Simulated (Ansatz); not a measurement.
MnAu, space group Pm-3m: a comparison of magnetic orders, run with Ansatz 0.2.0 through its Python package.

`mnau.py`
```python
"""Ferro, antiferro and non-magnetic states of MnAu."""

import ansatz as az
import numpy as np


def count_gap(report):
    # lowest empty less highest filled band, counting bands; zero where they overlap
    return max(report.get("gap_by_band_count_ev") or 0.0, 0.0)

CELL = [
    (3.20775807, 0.0, 0.0),
    (0.0, 6.41551614, 0.0),
    (0.0, 0.0, 3.20775807),
]
ATOMS = [
    ("Mn", (0.5, 0.25, 0.5)),
    ("Au", (0.0, 0.0, 0.0)),
    ("Mn", (0.5, 0.75, 0.5)),
    ("Au", (0.0, 0.5, 0.0)),
]


def build(moments):
    crystal = az.Crystal(lattice=az.Lattice.of(CELL))
    for (symbol, position), moment in zip(ATOMS, moments):
        crystal = crystal.atom(symbol, position, moment=moment or None)
    return crystal


def main() -> None:
    # starting moments in muB, one an atom
    orders = {
        "FM": [4, 0, 4, 0],
        "AFM": [4, 0, -4, 0],
    }

    rows = []
    for label, moments in orders.items():
        setup = (
            build(moments).calculation()
            .functional(az.Functional.PBESOL, dispersion="d3bj")
            .pseudopotentials("nc")
            .kpoints(mesh=(9, 5, 9))
            .occupations("Methfessel-Paxton", width=0.05)
            .eigensolver("davidson")
            .scf(tolerance=1e-06, extra_bands=16, lower_state_search="off")
            .spin("collinear")
            .band_table()
        )
        summary = setup.run(threads=1, pin="off").report
        rows.append((label, summary["free_energy_ev"], summary["magnetization_mub"], summary["absolute_magnetization_mub"], max(abs(m) for m in summary["site_moments_mub"]), count_gap(summary)))
        print(label, "site moments:", [round(m, 2) for m in summary["site_moments_mub"]])

    # the same cell with no spin polarisation
    plain = (
        build([0] * len(ATOMS)).calculation()
        .functional(az.Functional.PBESOL, dispersion="d3bj")
        .pseudopotentials("nc")
        .kpoints(mesh=(9, 5, 9))
        .occupations("Methfessel-Paxton", width=0.05)
        .eigensolver("davidson")
        .scf(tolerance=1e-06, extra_bands=16, lower_state_search="off")
        .band_table()
    )
    summary = plain.run(threads=1, pin="off").report
    rows.append(("NM", summary["free_energy_ev"], 0.0, 0.0, 0.0, count_gap(summary)))

    lowest = min(row[1] for row in rows)
    rows = [(row[0], 1000 * (row[1] - lowest) / 2, *row[2:]) for row in sorted(rows, key=lambda row: row[1])]
    print("         order  meV/magnetic atom         net muB    absolute muB  largest site muB  gap by band count eV")
    for row in rows:
        print(f"{str(row[0]):>14s}  {row[1]:17.2f}  {row[2]:14.3f}  {row[3]:14.3f}  {row[4]:16.3f}  {row[5]:20.3f}")
    print("lowest of these starts:", rows[0][0])


if __name__ == "__main__":
    main()
```

Which magnetic state ends lowest, and by how much?

In order of energy: antiferro- or ferrimagnetic (+0.0 meV an atom, largest site moment 3.95 μB), ferromagnetic (+53.5 meV an atom, largest site moment 3.96 μB) and non-magnetic (+882.3 meV an atom, largest site moment 0.00 μB). These are the states reached from the starts typed.

What the script printed:

```console
$ python mnau.py
DeckWarning: basis.ecutwfc = 1306.14654 eV, auto-derived from the records' recommended cutoffs: set by Mn (normal level)
FM site moments: [3.96, 0.1, 3.96, 0.1]
AFM site moments: [3.95, 0.0, -3.95, -0.0]
         order  meV/magnetic atom         net muB    absolute muB  largest site muB  gap by band count eV
           AFM               0.00           0.000           8.493             3.949                 0.000
            FM             107.10           8.317           8.581             3.959                 0.000
            NM            1764.54           0.000           0.000             0.000                 0.000
lowest of these starts: AFM
```
(Warnings from the package without file and line.)

Notes:
- These settings explore the input space; cutoff and mesh may be short of convergence.
- The magnetic order follows from the starting moments and needn't be the lowest.
- Dispersion corrections can be off by several per cent in the lattices of metals, and by several GPa in the pressure at a fixed cell.
- A gap by band count of zero or less means overlapping bands, a metal.
- The structure comes from a database of computed cells and needn't be a stable or known phase.
- Gaps and levels are Kohn-Sham values on a finite set of k-points, without spin-orbit coupling.
- Each row is the state reached from that start at the given structure, not necessarily the lowest of its order; other orders weren't tried.
- Hardware and time: 3 min on 1 thread of Intel(R) Xeon(R) Processor @ 2.30GHz (shared host), peak memory 1.2 GiB.
